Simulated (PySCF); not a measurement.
**Sm2O(OH)2: forces at shaken geometries**

Aim: move all atoms of relaxed Sm2O(OH)2 at random and read energies and forces. The species was built from a template and needn't be a known compound.

The runs use PySCF 2.14.0; PBE0, Sm lcecp-0-SVP with ECP52, O def2-SVP, H def2-SVP; scalar-relativistic core potentials, no spin–orbit coupling.

3 further runs of the same task are left out: 2 for a known fault of the program, 1 that didn't finish.

## Step 1: Starting geometry

7 atoms, charge 0, spin multiplicity 1.

Bond lengths: Sm1–O3 2.180 Å, Sm1–O4 2.194 Å, Sm2–O3 2.180 Å, Sm2–O6 2.194 Å, O4–H5 0.959 Å, O6–H7 0.959 Å. Angles: O3–Sm1–O4 122.4°, O3–Sm2–O6 122.4°, Sm1–O3–Sm2 164.6°, Sm1–O4–H5 159.5°, Sm2–O6–H7 159.5°.

As a file:

| atom | x (Å) | y (Å) | z (Å) |
| --- | --- | --- | --- |
| Sm1 | -1.27281 | 0.00000 | 2.16029 |
| Sm2 | -1.27281 | 0.00000 | -2.16029 |
| O3 | -1.56555 | 0.00000 | 0.00000 |
| O4 | 0.72083 | 0.00000 | 3.07515 |
| H5 | 1.67778 | 0.00000 | 3.14437 |
| O6 | 0.72083 | 0.00000 | -3.07515 |
| H7 | 1.67778 | 0.00000 | -3.14437 |

Formal oxidation states: Sm +2. Each metal's 6 4f electrons lie in its core potential, so multiplicities, spins and levels count the valence alone. An earlier session relaxed this geometry at PBE0, Sm lcecp-0-SVP with ECP52, O def2-SVP, H def2-SVP (singlet, point group C2v).

Its energy there is -284.301040 Eh.

## Step 2: Atoms moved at random, σ = 0.06 Å

run.py (the lines that set the calculation) reads:

```python
mol = gto.M(atom='''
Sm    -1.32378     0.03833     2.15718
Sm    -1.24234     0.04062    -2.18387
O     -1.61561     0.05080     0.00395
O      0.67056    -0.05354     3.18053
H      1.80516    -0.05375     3.10341
O      0.68922     0.01594    -3.17147
H      1.70284    -0.03840    -3.08973''',
    basis={'Sm': 'lcecp-0-SVP', 'O': 'def2-SVP', 'H': 'def2-SVP'},
    ecp={'Sm': 'lcecp-0-SVP'},
    charge=0, spin=0)
mf = dft.RKS(mol, xc='PBE0')
mf.grids.atom_grid = (50, 194)  # f atoms: unpruned, at least (60, 302)
mf = mf.density_fit()  # fitting sets: Sm AutoAux, O def2-universal-JKFIT, H def2-universal-JKFIT
mf.conv_tol = 1e-08; mf.max_cycle = 55
mf.kernel(dm0)  # dm0: the density of the relaxed state
```

Command:

```
OMP_NUM_THREADS=2 python run.py
```

## Step 3: Atoms moved at random, σ = 0.03 Å

run.py (the lines that set the calculation) reads:

```python
mol = gto.M(atom='''
Sm    -1.31335    -0.00994     2.14633
Sm    -1.25574    -0.00722    -2.17480
O     -1.62082    -0.00005     0.02148
O      0.75346    -0.01541     3.07973
H      1.70229    -0.00309     3.13814
O      0.72706     0.01263    -3.05607
H      1.69314     0.02307    -3.15481''',
    basis={'Sm': 'lcecp-0-SVP', 'O': 'def2-SVP', 'H': 'def2-SVP'},
    ecp={'Sm': 'lcecp-0-SVP'},
    charge=0, spin=0)
mf = dft.RKS(mol, xc='PBE0')
mf.grids.atom_grid = (50, 194)  # f atoms: unpruned, at least (60, 302)
mf = mf.density_fit()  # fitting sets: Sm AutoAux, O def2-universal-JKFIT, H def2-universal-JKFIT
mf.conv_tol = 1e-08; mf.max_cycle = 55
mf.kernel(dm0)  # dm0: the density of the relaxed state
```

## Step 4: Atoms moved at random, σ = 0.03 Å

run.py (the lines that set the calculation) reads:

```python
mol = gto.M(atom='''
Sm    -1.27331    -0.01186     2.21393
Sm    -1.27720    -0.00368    -2.11905
O     -1.59971     0.01157    -0.02697
O      0.70456    -0.01052     3.05392
H      1.64095     0.02086     3.10845
O      0.77120     0.00403    -3.08959
H      1.71956    -0.01041    -3.14069''',
    basis={'Sm': 'lcecp-0-SVP', 'O': 'def2-SVP', 'H': 'def2-SVP'},
    ecp={'Sm': 'lcecp-0-SVP'},
    charge=0, spin=0)
mf = dft.RKS(mol, xc='PBE0')
mf.grids.atom_grid = (50, 194)  # f atoms: unpruned, at least (60, 302)
mf = mf.density_fit()  # fitting sets: Sm AutoAux, O def2-universal-JKFIT, H def2-universal-JKFIT
mf.conv_tol = 1e-08; mf.max_cycle = 55
mf.kernel(dm0)  # dm0: the density of the relaxed state
```

**Question.** What will these runs give? Wanted: for each run, σ; energy rise; harmonic estimate −½ F·u; largest force component.

As calculated:

| σ (Å) | energy rise (eV) | harmonic estimate −½ F·u (eV) | largest force component (eV/Å) |
| --- | --- | --- | --- |
| 0.06 | 0.710 | 0.640 | 5.37 |
| 0.03 | 0.056 | 0.055 | 1.21 |
| 0.03 | 0.112 | 0.110 | 1.54 |

Every displacement raises the energy. For a harmonic well the rise equals −½ F·u; the two differ by at most 10 % here (a move with σ = 0.06 Å), from anharmonicity, the grid and the small forces left at the relaxed point. The bases are small and lack diffuse functions. Spin–orbit coupling is left out.
